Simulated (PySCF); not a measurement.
# C₇H₁₁N (triplet): open-shell or spin-flip excitations

Wanted: open-shell or spin-flip excitations for C₇H₁₁N (triplet) (`C=CCN1CC=CC1`).

Programs: PySCF 2.14.0, with routines of our own; each step states its level. All values are computed. Atoms count from 0.

## 1. The starting structure

19 atoms, charge 0, multiplicity 3; geometry from: GFN2-xTB.

## 2. Open-shell or spin-flip excitations: unrestricted TDDFT CAM-B3LYP/def2-SVP

Job settings and geometry (Å):

```
{"job": {"kind": "uabs", "xc": "CAM-B3LYP", "basis": "def2-SVP", "nstates": 10, "tda": false}, "charge": 0, "multiplicity": 3}
C      2.988160    -0.534076    -0.275946
C      2.056302     0.376201    -0.058291
C      0.795869     0.502538    -0.858150
N     -0.350918     0.449060     0.017520
C     -0.495979    -0.729758     0.842320
C     -1.947533    -0.981450     0.983242
C     -2.664145     0.081761     0.215981
C     -1.635944     0.838098    -0.531532
H      3.881578    -0.589793     0.321534
H      2.902771    -1.255598    -1.072460
H      2.155496     1.091323     0.746431
H      0.779554     1.477443    -1.360269
H      0.763974    -0.282512    -1.632741
H      0.028936    -0.572369     1.799885
H      0.009636    -1.592094     0.370736
H     -2.359089    -1.389777     1.889122
H     -3.494823     0.603297     0.669438
H     -1.664039     0.589467    -1.609891
H     -1.759612     1.927490    -0.464390
```

Level: unrestricted TDDFT CAM-B3LYP/def2-SVP, vertical, gas phase, core orbitals frozen in the response.

On the command line:

```console
OMP_NUM_THREADS=1 python excited_run.py task.json out
```

One launch serves the whole session: the jobs run in the order shown.

The log of the run:

```text
coarse grid: 15488 points
cycle   1  E = -327.3403883613  dE =  1.343e+00  |g| = 3.184e-01  |ddm| = 3.255e+00
cycle   2  E = -327.3191383087  dE =  2.125e-02  |g| = 4.605e-01  |ddm| = 9.395e-01
cycle   3  E = -327.4203289640  dE = -1.012e-01  |g| = 5.749e-02  |ddm| = 5.671e-01
cycle   4  E = -327.4251684980  dE = -4.840e-03  |g| = 6.408e-02  |ddm| = 1.713e-01
cycle   5  E = -327.4288594962  dE = -3.691e-03  |g| = 3.229e-02  |ddm| = 1.168e-01
cycle   6  E = -327.4312858375  dE = -2.426e-03  |g| = 1.749e-02  |ddm| = 1.273e-01
cycle   7  E = -327.4324570391  dE = -1.171e-03  |g| = 5.675e-03  |ddm| = 1.252e-01
cycle   8  E = -327.4325572239  dE = -1.002e-04  |g| = 1.970e-03  |ddm| = 2.857e-02
cycle   9  E = -327.4325713852  dE = -1.416e-05  |g| = 1.685e-03  |ddm| = 1.145e-02
cycle  10  E = -327.4325749170  dE = -3.532e-06  |g| = 5.911e-04  |ddm| = 7.199e-03
final grid: 148544 points
cycle  11  E = -327.4981981819  dE = -3.965e-05  |g| = 2.438e-03  |ddm| = 1.799e-02
cycle  12  E = -327.4981994028  dE = -1.221e-06  |g| = 2.062e-03  |ddm| = 5.596e-03
cycle  13  E = -327.4982016318  dE = -2.229e-06  |g| = 3.124e-04  |ddm| = 2.409e-03
cycle  14  E = -327.4982016816  dE = -4.973e-08  |g| = 1.651e-04  |ddm| = 4.857e-04
cycle  15  E = -327.4982017047  dE = -2.315e-08  |g| = 4.141e-05  |ddm| = 2.593e-04
cycle  16  E = -327.4982017091  dE = -4.355e-09  |g| = 2.284e-05  |ddm| = 1.472e-04
cycle  17  E = -327.4982017113  dE = -2.190e-09  |g| = 1.130e-05  |ddm| = 1.275e-04
cycle  18  E = -327.4982017117  dE = -4.227e-10  |g| = 4.982e-06  |ddm| = 5.284e-05
converged SCF energy = -327.4982017117

Static polarisability (au): isotropic 79.712, principal 61.971 72.160 105.006

<S^2> of the reference = 2.0064 (exact 2.0000)

Excitations
state   eV       nm        f      <S^2>   main configurations
  1   1.9288    642.8   0.01916   2.019   Hb->Lb 0.99
  2   4.0802    303.9   0.00000   3.976   H-2a->La 0.45, H-1b->L+1b 0.41
  3   4.5335    273.5   0.00134   2.021   H-3b->Lb 0.70, H-1b->Lb 0.15, H-4b->Lb 0.09
  4   4.8450    255.9   0.00095   2.019   H-4b->Lb 0.38, H-2b->Lb 0.17, Ha->L+1a 0.11, H-1b->Lb 0.10
  5   4.9378    251.1   0.00417   2.022   Ha->L+1a 0.31, Ha->La 0.26, H-1b->Lb 0.13, Ha->L+3a 0.09
  6   5.1003    243.1   0.00020   2.031   H-1b->Lb 0.53, H-3b->Lb 0.23, H-4b->Lb 0.11
  7   5.1711    239.8   0.00648   2.032   Ha->La 0.61, Ha->L+1a 0.23
  8   5.5802    222.2   0.00027   3.140   Hb->L+1b 0.77, H-1a->La 0.09
  9   5.7417    215.9   0.00729   2.433   H-1a->La 0.82, Hb->L+1b 0.09
 10   5.8945    210.3   0.00176   2.106   Ha->L+2a 0.26, Ha->L+1a 0.19, Ha->L+5a 0.11, Ha->L+3a 0.09
```

Wall time 67 s (1 thread of Arm Neoverse V2, shared host); peak memory 0.75 GiB.

Key values:

```
quantity  value
    ⟨S²⟩  2.006
```

Löwdin spin populations:

C0 0.00; C1 0.00; C2 0.00; N3 0.03; C4 0.00; C5 0.88; C6 0.89; C7 -0.01; H8 0.00; H9 0.00; H10 0.00; H11 0.00; H12 0.00; H13 0.04; H14 0.06; H15 0.01; H16 0.02; H17 0.06; H18 0.02

## 3. Open-shell or spin-flip excitations: collinear spin-flip TDA BHandHLYP/def2-SVP

Settings changed since step 2:

```diff
@@ -1,2 +1,2 @@
-{"job": {"kind": "uabs", "xc": "CAM-B3LYP", "basis": "def2-SVP", "nstates": 10, "tda": false}, "charge": 0, "multiplicity": 3}
+{"job": {"kind": "uabs", "xc": "BHandHLYP", "basis": "def2-SVP", "nstates": 8, "spin_flip": true}, "charge": 0, "multiplicity": 3}
 C      2.988160    -0.534076    -0.275946
```

Method: collinear spin-flip TDA BHandHLYP/def2-SVP, vertical, gas phase, core orbitals frozen in the response.

The log of the run:

```text
coarse grid: 15488 points
cycle   1  E = -327.3386317086  dE =  1.380e+00  |g| = 3.204e-01  |ddm| = 3.225e+00
cycle   2  E = -327.3380098695  dE =  6.218e-04  |g| = 4.358e-01  |ddm| = 9.125e-01
cycle   3  E = -327.4291099564  dE = -9.110e-02  |g| = 5.714e-02  |ddm| = 5.621e-01
cycle   4  E = -327.4362922567  dE = -7.182e-03  |g| = 6.292e-02  |ddm| = 2.144e-01
cycle   5  E = -327.4401119473  dE = -3.820e-03  |g| = 3.152e-02  |ddm| = 1.143e-01
cycle   6  E = -327.4426641805  dE = -2.552e-03  |g| = 1.043e-02  |ddm| = 1.481e-01
cycle   7  E = -327.4430013956  dE = -3.372e-04  |g| = 5.056e-03  |ddm| = 5.666e-02
cycle   8  E = -327.4430340440  dE = -3.265e-05  |g| = 1.988e-03  |ddm| = 1.271e-02
cycle   9  E = -327.4430393347  dE = -5.291e-06  |g| = 1.369e-03  |ddm| = 5.573e-03
final grid: 148544 points
cycle  10  E = -327.4853926879  dE = -2.344e-05  |g| = 2.252e-03  |ddm| = 1.753e-02
cycle  11  E = -327.4853932868  dE = -5.989e-07  |g| = 2.175e-03  |ddm| = 5.574e-03
cycle  12  E = -327.4853955291  dE = -2.242e-06  |g| = 2.687e-04  |ddm| = 2.730e-03
cycle  13  E = -327.4853955870  dE = -5.788e-08  |g| = 1.576e-04  |ddm| = 4.522e-04
cycle  14  E = -327.4853956143  dE = -2.727e-08  |g| = 5.571e-05  |ddm| = 3.275e-04
cycle  15  E = -327.4853956204  dE = -6.094e-09  |g| = 3.764e-05  |ddm| = 1.945e-04
cycle  16  E = -327.4853956219  dE = -1.540e-09  |g| = 8.177e-06  |ddm| = 9.784e-05
cycle  17  E = -327.4853956220  dE = -8.424e-11  |g| = 2.822e-06  |ddm| = 2.062e-05
converged SCF energy = -327.4853956220

<S^2> of the reference = 2.0080 (exact 2.0000)

Spin-flip excitations, energies against the reference
state   eV       nm        f      <S^2>   main configurations
  1  -1.8031        -   0.00000   0.018   Ha->Lb 0.95
  2   0.8571    466.1   0.00022   2.012   H-3a->Lb 0.39, Ha->L+2b 0.37, H-1a->Lb 0.12
  3   2.5244    286.5   0.03482   0.917   H-1a->Lb 0.87
  4   4.1177    209.4   0.31339   0.266   H-3a->Lb 0.49, Ha->L+2b 0.32
  5   4.7885    188.1   0.00261   1.922   H-2a->L+1b 0.77
  6   5.0804    180.1   0.07152   1.015   H-6a->Lb 0.36, H-2a->Lb 0.36
  7   5.2700    175.3   0.00170   1.036   H-2a->Lb 0.35, H-5a->Lb 0.22, H-7a->Lb 0.15, H-6a->Lb 0.14
  8   5.3365    173.7   0.01179   1.015   Ha->L+3b 0.42, Ha->L+1b 0.19, Ha->L+5b 0.17
```

It took 19 s on 1 thread of Arm Neoverse V2, shared host; peak memory 0.63 GiB.

The ⟨S²⟩ below is that of the reference state, of multiplicity 3.

From this job:

```csv
quantity,value
low spin less high spin,-2.660 eV
⟨S²⟩,2.008
```

## 4. Summary of results

| quantity | value |
| --- | --- |
| lowest and brightest state of nearly pure spin, of 10 (step 2, unrestricted TDDFT CAM-B3LYP/def2-SVP) | 1.93 eV; 1.93 eV, f = 0.019 |
| low spin less high spin (step 3, collinear spin-flip TDA BHandHLYP/def2-SVP) | -2.660 eV |

What this shows: States whose ⟨S²⟩ lies well above the reference's are mixtures of spin states, an artefact of the unrestricted response, and are left out of the summary.
